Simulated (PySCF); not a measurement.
The system is SGeH2, in a box.

```
CELL_PARAMETERS angstrom
11.00000 0.00000 0.00000
0.00000 12.00000 0.00000
0.00000 0.00000 11.00000
ATOMIC_POSITIONS crystal
S 0.46372 0.39476 0.52654
Ge 0.42750 0.55640 0.43424
H 0.57486 0.41474 0.57195
H 0.55504 0.60874 0.47280
```

Base run:

| Property | Result |
| --- | --- |
| Program | PySCF 2.14.0 |
| Functional | PBE |
| Potentials or basis | def2-svp (all-electron) |
| k mesh | 1 × 1 × 1 |
| Occupations | fixed |
| Spin | no spin polarisation |

Its results: gap between the frontier levels 2.73 eV.

Problem. The run is repeated on the same cell with these changes: functional from PBE to LDA. What comes out?

Solution. Gap between the frontier levels 2.62 eV.

Caveats: this is a molecule in a periodic box at the Γ point, so its band gap is the HOMO-LUMO gap; relativity is left out, which matters for the heavier elements; the basis of atomic orbitals isn't converged, which shifts pressures, moduli and gaps.

